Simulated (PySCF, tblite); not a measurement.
**C₅H₁₂F₃NSi: geometry, infrared bands and NMR shifts**

Aim: predict the infrared bands and NMR shifts of C₅H₁₂F₃NSi (`CN[C@@](C)([SiH2]C)C(F)(F)F`).

Computed with tblite 0.8.0 and PySCF 2.14.0, with density-fitted response routines of our own, on a single molecule in the gas phase. Atoms are numbered from 0 throughout.

## (1) Starting geometry

22 atoms, charge 0, multiplicity 1; geometry from: force field or distance geometry start.

Bonds of the start (Å): C0–N1 1.44, N1–C2 1.50, C2–C3 1.56, C2–Si4 1.98, Si4–C5 1.85, C2–C6 1.57, C6–F7 1.35, C6–F8 1.36, C6–F9 1.36, C0–H10 1.09, C0–H11 1.10, C0–H12 1.10, N1–H13 1.03, C3–H14 1.09, C3–H15 1.12, C3–H16 1.09, Si4–H17 1.49, Si4–H18 1.49, C5–H19 1.08, C5–H20 1.09, C5–H21 1.10.

## (2) Relaxing the molecule with GFN2-xTB

Job settings and geometry (Å):

```
{"job": {"kind": "relax", "xc": "GFN2-xTB", "basis": "xTB"}, "charge": 0, "multiplicity": 1}
C     -2.114100    -1.144400     0.374300
N     -0.797200    -0.738000     0.806200
C     -0.198500     0.400100     0.041300
C     -0.766600     1.741800     0.592700
Si     1.743200     0.304100     0.423800
C      2.485500    -1.262300    -0.226700
C     -0.364900     0.412800    -1.520700
F      0.323000     1.431700    -2.087900
F      0.062200    -0.744100    -2.084900
F     -1.670700     0.570900    -1.864500
H     -2.106100    -1.549500    -0.642000
H     -2.842100    -0.319100     0.427400
H     -2.496600    -1.937700     1.038400
H     -0.818800    -0.508200     1.807500
H     -0.278100     2.609500     0.144100
H     -0.617900     1.816700     1.697100
H     -1.839100     1.831600     0.411700
H      2.411400     1.489300    -0.171800
H      1.914800     0.390200     1.899900
H      2.439100    -1.312400    -1.309100
H      1.976200    -2.133600     0.185700
H      3.545200    -1.330100     0.056800
```

Launch:

```bash
$ OMP_NUM_THREADS=1 python probes_run.py task.json out
```

The driver reads the jobs from task.json and runs them one after another.

**Question.** This job is followed by: GFN2-xTB harmonic vibrations, gas phase; GIAO PBE0/pcSseg-1 NMR shielding, non-relativistic, gas phase. What will the session give for the following? strongest single infrared mode (GFN2-xTB); zero-point energy (GFN2-xTB); ¹³C shifts against TMS (PBE0/pcSseg-1); ¹H shifts against TMS (PBE0/pcSseg-1, means over atoms taken as alike); ¹⁵N shifts against NH3 (PBE0/pcSseg-1); ²⁹Si shifts against TMS (PBE0/pcSseg-1); ¹⁹F shifts against CFCl3 (PBE0/pcSseg-1, means over atoms taken as alike).

As calculated:

| quantity | value |
| --- | --- |
| strongest single infrared mode (GFN2-xTB) | 2218 cm⁻¹, 351 km/mol |
| zero-point energy (GFN2-xTB) | 103.7 kcal/mol |
| ¹³C shifts against TMS (PBE0/pcSseg-1) | 138.2, 53.0, 32.5, 16.9, -8.4 ppm |
| ¹H shifts against TMS (PBE0/pcSseg-1, means over atoms taken as alike) | 4.36, 3.67, 2.67, 1.44, 0.46, -0.29 ppm |
| ¹⁵N shifts against NH3 (PBE0/pcSseg-1) | 49.7 ppm |
| ²⁹Si shifts against TMS (PBE0/pcSseg-1) | -28.5 ppm |
| ¹⁹F shifts against CFCl3 (PBE0/pcSseg-1, means over atoms taken as alike) | -78.6 ppm |

What this shows: Over 76 steps the energy fell by 0.342 eV; of the close pairs, C2–C6 changed most, 1.571 to 1.512 Å. No mode is imaginary among the 60: a minimum at this level. The strongest single mode, at 2218 cm⁻¹, moves mainly H18. Unscaled tight-binding wavenumbers are off by several per cent, some by more. Its intensities can rank the bands wrongly. At PBE0/pcSseg-1: Shielding is most anisotropic at F7, F8, F9 (span 175 ppm, paramagnetic term -227 ppm).
